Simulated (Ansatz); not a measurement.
# Re, space group Fm-3m: a surface slab

With the Python package of Ansatz (0.2.0).

The script reads `re.cif`:
```cif
data_Re
_cell_length_a 2.793072
_cell_length_b 2.793072
_cell_length_c 2.793072
_cell_angle_alpha 60.00000
_cell_angle_beta 60.00000
_cell_angle_gamma 60.00000
_symmetry_space_group_name_H-M 'P 1'
_symmetry_Int_Tables_number 1
loop_
_symmetry_equiv_pos_as_xyz
'x, y, z'
loop_
_atom_site_label
_atom_site_type_symbol
_atom_site_fract_x
_atom_site_fract_y
_atom_site_fract_z
Re1 Re    0.000000    0.000000    0.000000
```

Typed at the interpreter:
```pycon
>>> import warnings
>>> import ansatz as az
>>> from ase.build import surface
>>> from ase.io import read
>>> import numpy as np
>>> warnings.simplefilter("ignore", az.DeckWarning)
>>> atoms = read("re.cif")
>>> # the plane is named in the basis of this cell
>>> slab = surface(atoms, (0, 1, 0), 5, vacuum=7.0)
>>> slab.pbc = (True, True, False)
>>> print(slab.get_chemical_formula(), "area {:.3f} A^2, cell height {:.2f} A".format(np.linalg.norm(np.cross(slab.cell[0], slab.cell[1])), slab.cell[2, 2]))
Re5 area 6.756 A^2, cell height 23.12 A
>>> def common(structure):
...     return (
...         az.Crystal.from_ase(structure).calculation()
...         .occupations("Methfessel-Paxton", width=0.1)
...         .functional("pbesol")
...     )
...
>>> job = common(slab).kpoints(7, 7, 1).potential().forces()
>>> result = job.run(threads=1)
RunWarning: The input density's exchange-correlation potential varies sharply where the density is thin. Do not read a vacuum level from v_tot or v_xc, or from such a field of the output density. On a cell that repeats whose density bears no net charge and no dipole along the vacuum's axis use v_es (v_loc + v_h of the components); under efield.dipole_correction with no amplitude use v_es + [...]
>>> data = result.report
>>> {key: value for key, value in data.items() if isinstance(value, (int, float)) and "ev" in key}
{'gap_by_band_count_ev': -1.9847880004249197, 'fermi_energy_ev': -5.086145516761876, 'harris_foulkes_ev': -53682.988805480185, 'scf_correction_max_component_ev_ang': 0.0024383771422029406, 'free_energy_ev': -53682.988805491615, 'internal_energy_ev': -53682.9809448693, 'lagrangian_ev': -53682.988805491615, 'energy_sigma0_ev': -53682.98684033604, 'lagrangian_sigma0_ev': -53682.98684033604, 'lagrangian_above_aufbau_ev': -0.004429395422354095, 'entropy_ts_ev': 0.007860622319743353, 'loop_fermi_energy_ev': -5.086145516761876, 'occupations_fermi_energy_ev': -5.086145516760905}
>>> print(f"slab free energy {data['free_energy_ev']:.4f} eV, Fermi level {data['fermi_energy_ev']:.3f} eV")
slab free energy -53682.9888 eV, Fermi level -5.086 eV
>>> print("z (A) and force along z (eV/A)")
z (A) and force along z (eV/A)
>>> for site, force in sorted(zip(result.lattice.sites, data["forces_ev_ang"]), key=lambda pair: pair[0].position_ang[2]):
...     print(f"{site.symbol:3s} {site.position_ang[2]:8.3f} {force[2]:9.4f}")
...
Re     7.000    1.8627
Re     9.281   -1.2222
Re    11.561    0.0000
Re    13.842    1.2222
Re    16.122   -1.8627
```

Notes:
- Total energies depend on the potentials; only differences at equal settings carry meaning. A total without «per atom» is that of the cell as typed.
- Only differences from the Fermi energy are physical; the zero of the scale is a convention.
- A gap by band count of zero or less means overlapping bands, a metal, and at an odd count of electrons it is no gap at all.
- This isn't the structure that Re takes at ambient conditions.
- Gaps and levels are Kohn-Sham values on a finite set of k-points, without spin-orbit coupling.
- Warnings are shown shortened and without file and line.
- The slab is thin and cut from the structure as given; a cut can leave two unlike or polar faces, and the surface energy is then their mean. Miller indices refer to the vectors of the cell as typed, and the lattice isn't relaxed for this functional, so relaxation and surface energy can hold strain.
- The script silences the warnings on its input, which a real study should read.
- Timing: 8.6 s on 1 thread of Arm Neoverse V2, with other jobs on the host, peak memory 0.59 GiB.

(Lines on the test bed's own set-up are left out of the output.)
